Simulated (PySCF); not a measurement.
# H12Si5: the cost of one run

Computed with PySCF 2.14.0, with density-fitted response routines of our own, on a single molecule in the gas phase. Atoms are numbered from 0 throughout.

## 1. Starting geometry

17 atoms, charge 0, multiplicity 1; geometry from: GFN2-xTB. The atoms were then displaced at random by about 0.03 Å, so the start is not that level's minimum.

Bonds of the start (Å): Si0–Si1 2.37, Si1–Si2 2.38, Si2–Si3 2.17, Si2–Si4 2.32, Si0–H5 1.53, Si0–H6 1.39, Si0–H7 1.51, Si1–H8 1.41, Si1–H9 1.51, Si2–H10 1.44, Si3–H11 1.47, Si3–H12 1.50, Si3–H13 1.56, Si4–H14 1.45, Si4–H15 1.51, Si4–H16 1.49.

## 2. Relaxing the molecule at PBE0-D3(BJ)/def2-SVP

The job: settings as JSON, then the geometry in Å.

```
{"job": {"xc": "PBE0", "basis": "def2-SVP", "d3": "d3bj", "grid": 1, "shake": 0.03, "kind": "geom"}, "charge": 0, "multiplicity": 1}
Si     3.140730    -0.695290     0.017100
Si     0.877420    -1.381390     0.129250
Si    -0.815730     0.147410    -0.554420
Si    -2.846290    -0.620550    -0.449510
Si    -0.455730     2.158840     0.541390
H      3.243530     0.618440     0.787570
H      4.125340    -1.564670     0.483760
H      3.492240    -0.267460    -1.389800
H      0.740260    -2.623840    -0.532700
H      0.592360    -1.759740     1.558010
H     -0.506380     0.416430    -1.935750
H     -3.123810    -1.860810    -1.179300
H     -3.419470    -0.888500     0.914770
H     -3.982930     0.335710    -0.931350
H     -1.362230     3.215150     0.141100
H     -0.660300     2.062630     2.036520
H      0.918450     2.731110     0.403800
```

The run is started by

```sh
OMP_NUM_THREADS=1 python probes_run.py task.json out
```

One launch serves the whole session: the jobs run in the order shown.

Q: Estimate the wall time and peak memory of this first job on 1 thread of Arm Neoverse V1, shared host.

About 85 s, with a peak of 0.58 GiB.
